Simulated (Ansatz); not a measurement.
# Hg: a short molecular-dynamics run

What does Hg do over 20 steps of 1 fs under a Nosé-Hoover thermostat at 600 K? The cell is a randomly packed cell of 16 atoms, taken as it stands, without a relaxation.

All numbers below are computed with Ansatz 0.2.0 (DFT PBE, plane waves, PAW, scalar-relativistic, no spin polarisation).

## Step 1: The starting structure

The cell holds 16 atoms (Hg16): a = 7.897 Å, b = 7.214 Å, c = 7.328 Å, α = 101.97°, β = 97.01°, γ = 84.50°.

Structure file:

```
Hg
1.0
     7.83372    0.83712   -0.53560
    -0.09395    7.20683   -0.31175
    -0.27855   -1.21311    7.22202
Hg
16
Direct
  0.01054 0.80429 0.91268
  0.41281 0.01929 0.31269
  0.09373 0.85532 0.35554
  0.72242 0.55583 0.77816
  0.10702 0.24187 0.57999
  0.90547 0.56044 0.44867
  0.74965 0.18357 0.41122
  0.53506 0.65349 0.42531
  0.04573 0.18226 0.16623
  0.21887 0.50683 0.10527
  0.55601 0.94574 0.85933
  0.43152 0.32592 0.79847
  0.84590 0.15198 0.79721
  0.68968 0.39378 0.11184
  0.74127 0.79894 0.17933
  0.24973 0.63341 0.63620
```

## Step 2: Dynamics

input.yaml

```yaml
crystal:
  lattice:
    - [7.83372, 0.837122, -0.535598]
    - [-0.093953, 7.206828, -0.311747]
    - [-0.278547, -1.21311, 7.222024]
  atoms:
    - { symbol: Hg, position: [0.010539, 0.80429, 0.912679] }
    - { symbol: Hg, position: [0.412811, 0.019288, 0.31269] }
    - { symbol: Hg, position: [0.093726, 0.855319, 0.355538] }
    - { symbol: Hg, position: [0.722416, 0.555829, 0.778157] }
    - { symbol: Hg, position: [0.107018, 0.241871, 0.579987] }
    - { symbol: Hg, position: [0.90547, 0.560443, 0.448675] }
    - { symbol: Hg, position: [0.749646, 0.183566, 0.41122] }
    - { symbol: Hg, position: [0.535063, 0.65349, 0.425306] }
    - { symbol: Hg, position: [0.045733, 0.182258, 0.166228] }
    - { symbol: Hg, position: [0.21887, 0.506828, 0.105268] }
    - { symbol: Hg, position: [0.556006, 0.945736, 0.859329] }
    - { symbol: Hg, position: [0.431523, 0.325923, 0.798467] }
    - { symbol: Hg, position: [0.845899, 0.151976, 0.797208] }
    - { symbol: Hg, position: [0.689677, 0.393785, 0.111841] }
    - { symbol: Hg, position: [0.74127, 0.798943, 0.179329] }
    - { symbol: Hg, position: [0.249726, 0.633413, 0.6362] }
kpoints:
  mp_grid: { grid: [2, 2, 2] }
magnetization:
  spin_polarized: false
scf:
  occupations: { method: cold, width: 0.15 }
hamiltonian:
  pseudopotentials: { kind: paw }
  xc: pbe
basis:
  ecutwfc: 420
md:
  timestep: 1.0
  n_steps: 20
  ensemble: nvt_nose_hoover
  temperature: 600.0
  initial_velocities: maxwell_boltzmann
  seed: 579491
```

Launch:

```
> ansatz run input.yaml --threads 2 --pin off --max-ram 2560MiB --backend cpu --events-out ev --progress --plain --runs-dir out
```

Before running it: what results should come out? Wanted: temperature, first and last step; temperature, second half; potential energy, second half; largest change of the conserved energy; mean square displacement, second half.

**Answer**, as computed:

| quantity | value |
| --- | --- |
| length | 20 steps of 1 fs |
| temperature, first and last step | 600 and 581 K |
| temperature, second half | mean 589 K, from 581 to 595 K |
| potential energy, second half | +1 meV/atom from the start |
| largest change of the conserved energy | 0.00 meV/atom |
| mean square displacement, second half | Hg 0.002 Å² |

**Reading.** Against a set 600 K the second half averages 589 K with a spread of 4 K (in equilibrium 16 atoms would scatter by about 126 K, over a far longer run). The conserved energy strays from its start by at most 0.00 meV/atom, under 0.1 % of the mean kinetic energy, so a step of 1 fs is short enough over this time. Over the second half Hg atoms stand 0.0 Å (root mean square) from where they began, and the farthest move is 0.1 Å. Averages from a run of 20 fs with 16 atoms are rough.
